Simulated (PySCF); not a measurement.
# Gd(BH4)3(H2O): other functionals and bases at one geometry

The task here is to estimate one member of a computed series from the others.

The runs use PySCF 2.14.0; several levels, as the steps say, no spin–orbit coupling.

1 further run of the same task is left out (for a known fault of the program). Runs told in other sessions of the task aren't counted.

### The system as given

19 atoms, charge 0, spin multiplicity 1.

Bond lengths: Gd1–B2 2.494 Å, Gd1–H4 2.284 Å, Gd1–H5 2.326 Å, Gd1–H6 2.344 Å, Gd1–B7 2.492 Å, Gd1–H9 2.343 Å, Gd1–H10 2.324 Å, Gd1–H11 2.278 Å, Gd1–B12 2.480 Å, Gd1–H14 2.299 Å, Gd1–H15 2.294 Å, Gd1–H16 2.311 Å, Gd1–O17 2.426 Å, B2–H3 1.207 Å, B2–H4 1.258 Å, B2–H5 1.255 Å, B2–H6 1.249 Å, B7–H8 1.206 Å and more. Angles: B2–Gd1–H4 30.1°, B2–Gd1–H5 29.9°, B2–Gd1–H6 29.7°, B2–Gd1–B7 120.0°, B2–Gd1–H9 95.6°, B2–Gd1–H10 146.6°, B2–Gd1–H11 111.7°, B2–Gd1–B12 117.8°, B2–Gd1–H14 131.0°, B2–Gd1–H15 126.6°, B2–Gd1–H16 87.9°, B2–Gd1–O17 92.9°, H4–Gd1–H5 51.2°, H4–Gd1–H6 51.2°, H4–Gd1–B7 113.7°, H4–Gd1–H9 101.8°, H4–Gd1–H10 142.8°, H4–Gd1–H11 92.5° and more.

Coordinates:

```mol
B3GdH14O
  3D, bonds by distance, orders not assigned

 19 27  0  0  0  0  0  0  0  0999 V2000
    0.0850   -0.0833    0.0593 Gd  0  0
    1.2505    1.7972    1.2114 B   0  0
    1.8484    2.6793    1.7773 H   0  0
    1.7000    0.6566    1.4945 H   0  0
    1.3333    1.8766   -0.0379 H   0  0
    0.0351    1.7679    1.4968 H   0  0
   -1.7983   -1.2608    1.1890 B   0  0
   -2.6786   -1.8656    1.7503 H   0  0
   -1.8239   -0.0332    1.4166 H   0  0
   -1.8237   -1.4035   -0.0573 H   0  0
   -0.6539   -1.6509    1.5384 H   0  0
    1.3712   -1.3974   -1.6055 B   0  0
    1.9860   -2.0395   -2.4209 H   0  0
    0.8698   -2.1058   -0.7012 H   0  0
    0.4046   -0.7685   -2.1066 H   0  0
    2.0723   -0.5371   -1.0286 H   0  0
   -1.3877    1.4110   -1.1583 O   0  0
   -1.2545    2.3652   -1.2256 H   0  0
   -2.3234    1.2400   -1.3255 H   0  0
  1  2  8  0
  1  4  8  0
  1  5  8  0
  1  6  8  0
  1  7  8  0
  1  9  8  0
  1 10  8  0
  1 11  8  0
  1 12  8  0
  1 14  8  0
  1 15  8  0
  1 16  8  0
  1 17  8  0
  2  3  8  0
  2  4  8  0
  2  5  8  0
  2  6  8  0
  7  8  8  0
  7  9  8  0
  7 10  8  0
  7 11  8  0
 12 13  8  0
 12 14  8  0
 12 15  8  0
 12 16  8  0
 17 18  8  0
 17 19  8  0
M  END
```

Formal oxidation states: Gd +3. Each metal's 7 4f electrons lie in its core potential, so multiplicities, spins and levels count the valence alone. An earlier session relaxed this geometry at PBE0, Gd lcecp-1-SVP with ECP53, B def2-SVP, H def2-SVP, O def2-SVP (singlet, point group C1).

At PBE0 on the finer grid: E = -193.847316 Eh, HOMO -9.01 eV, LUMO -1.41 eV, Mulliken charge on Gd1 +0.61 e, largest force component 0.017 eV/Å. 

Levels to run: TPSSh; r2SCAN; PBE0, TZVP. Hardware: 4 threads of AMD EPYC 9R45 (Zen 5), shared host.

Set-up of the first run:

The input, run.py (the lines that set the calculation):

```python
mol = gto.M(atom='''
Gd     0.08502    -0.08335     0.05927
B      1.25050     1.79724     1.21140
H      1.84842     2.67927     1.77729
H      1.70004     0.65662     1.49449
H      1.33329     1.87665    -0.03788
H      0.03507     1.76794     1.49683
B     -1.79834    -1.26084     1.18896
H     -2.67856    -1.86562     1.75025
H     -1.82395    -0.03319     1.41659
H     -1.82374    -1.40349    -0.05725
H     -0.65390    -1.65089     1.53835
B      1.37124    -1.39736    -1.60554
H      1.98603    -2.03952    -2.42090
H      0.86979    -2.10576    -0.70120
H      0.40456    -0.76855    -2.10660
H      2.07232    -0.53708    -1.02864
O     -1.38773     1.41101    -1.15832
H     -1.25452     2.36516    -1.22565
H     -2.32338     1.24000    -1.32550''',
    basis={'Gd': 'lcecp-1-SVP', 'B': 'def2-SVP', 'H': 'def2-SVP', 'O': 'def2-SVP'},
    ecp={'Gd': 'lcecp-1-SVP'},
    charge=0, spin=0)
mf = dft.RKS(mol, xc='TPSSH')
mf.grids.atom_grid = (75, 302)  # f atoms: unpruned, at least (60, 302)
mf = mf.density_fit()  # fitting sets: Gd AutoAux, B def2-universal-JKFIT, H def2-universal-JKFIT, O def2-universal-JKFIT
mf.conv_tol = 1e-08; mf.max_cycle = 55
mf.kernel(dm0)  # dm0: the density of the relaxed state
```

Started as:

```bash
> OMP_NUM_THREADS=4 python run.py
```

Steps of the session up to this table: TPSSh; r2SCAN; PBE0, TZVP.

One table of the session follows, with a row left open; its other results are not shown here.

```
              level  HOMO (eV)  gap (eV)  charge on Gd1 (e)  dipole (D)  largest force component (eV/Å)
PBE0 (relaxed here)      -9.01      7.60               0.61        5.85                            0.02
              TPSSh      -8.45      6.77               0.65        5.85                            0.27
             r2SCAN          ?         ?                  ?           ?                               ?
         PBE0, TZVP      -9.04      7.45               1.21        5.71                            0.22
```

**Question.** Estimate the row for r2SCAN.

As computed: HOMO (eV): -8.02; gap (eV): 6.24; charge on Gd1 (e): 0.63; dipole (D): 5.84; largest force component (eV/Å): 0.14. In the column «HOMO (eV)» it is the highest.

In one basis the HOMO–LUMO gap runs from 6.24 eV (r2SCAN) to 7.60 eV (PBE0). The largest leftover force, 0.27 eV/Å with TPSSh, stands at a geometry relaxed at another level. With 4f in the core, its levels are missing from HOMO and gap, and its count is fixed, so no charge can pass from the ligands into it. Total energies of different levels can't be compared.
